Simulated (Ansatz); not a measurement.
Working through a calculation of the elastic constants of BaScO2F, space group P4/mmm

Program: Ansatz 0.2.0, Python API.

Run as a notebook:

**Cell 1**
```python
import warnings

import ansatz as az
from ase import Atoms
import numpy as np
```

**Cell 2**
```python
warnings.simplefilter('ignore', az.DeckWarning)
```

**Cell 3**
```python
atoms = Atoms(
    ['Ba', 'Sc', 'O', 'O', 'F'],
    scaled_positions=[
        (0.5, 0.5, 0.5),
        (0.0, 0.0, 0.0),
        (0.5, 0.0, 0.0),
        (0.0, 0.5, 0.0),
        (0.0, 0.0, 0.5),
    ],
    cell=[
        (4.206947, 0.0, 0.0),
        (0.0, 4.206947, 0.0),
        (0.0, 0.0, 4.211413),
    ],
    pbc=True,
)
xtal = az.Crystal.from_ase(atoms)
```

**Cell 4**
```python
[site.symbol for site in xtal.resolved().sites]
```
Output:
```text
['Ba', 'Sc', 'O', 'O', 'F']
```

**Cell 5**
```python
setup = (
    xtal.calculation()
    .occupations('fermi_dirac')
    .functional('lda')
    .kpoints(6, 6, 6)
)
res = setup.elastic(az.ElasticMode.RELAXED_ION).run(threads=1, pin='off')
elastic = res.elastic
```

**Cell 6**
```python
print('C_ij (GPa), Voigt order xx yy zz yz xz xy')
for row in elastic.c_gpa:
    print(' '.join(f'{value:8.1f}' for value in row))
print('smallest eigenvalue of C:', round(elastic.stability.min_eigenvalue_gpa, 1), 'GPa; tensor positive definite:', elastic.stability.min_eigenvalue_gpa > 0)
# averaged moduli need a positive definite tensor
if elastic.stability.min_eigenvalue_gpa > 0:
    m = elastic.moduli
    anisotropy = 5 * m.g_voigt_gpa / m.g_reuss_gpa + m.k_voigt_gpa / m.k_reuss_gpa - 6
    print(f'Voigt K {m.k_voigt_gpa:.1f} G {m.g_voigt_gpa:.1f}; Reuss K {m.k_reuss_gpa:.1f} G {m.g_reuss_gpa:.1f}; universal anisotropy index {anisotropy:.3f}')
```
Output:
```text
C_ij (GPa), Voigt order xx yy zz yz xz xy
   192.3     67.0     37.1      0.0      0.0     -0.0
    67.0    192.3     37.1      0.0      0.0     -0.0
    37.0     37.0    183.4      0.0      0.0     -0.0
     0.0      0.0      0.0     56.3      0.0      0.0
     0.0      0.0      0.0      0.0     56.3      0.0
    -0.0     -0.0      0.0      0.0      0.0     81.9
smallest eigenvalue of C: 56.3 GPa; tensor positive definite: True
Voigt K 94.5 G 67.4; Reuss K 93.8 G 65.5; universal anisotropy index 0.150
```

Caveats:
- No spin polarisation was allowed.
- A positive definite tensor excludes instabilities under uniform strain alone; phonons elsewhere in the zone can still be imaginary.
- In a crystal with a gap the Fermi level's place inside it depends on smearing and mesh.
- At these settings the cell as given stands under about -10 GPa, so it isn't at this functional's equilibrium volume.
- The structure comes from a database of computed cells and needn't be a stable or known phase.
- The constants belong to the cell that was strained; where it wasn't relaxed first it may be under stress.
- Hardware and time: 100 s on 1 thread of Arm Neoverse V2, with other jobs on the host, peak memory 0.51 GiB.

(A comment or docstring line of the script was reworded after the run, the code is as it ran.)
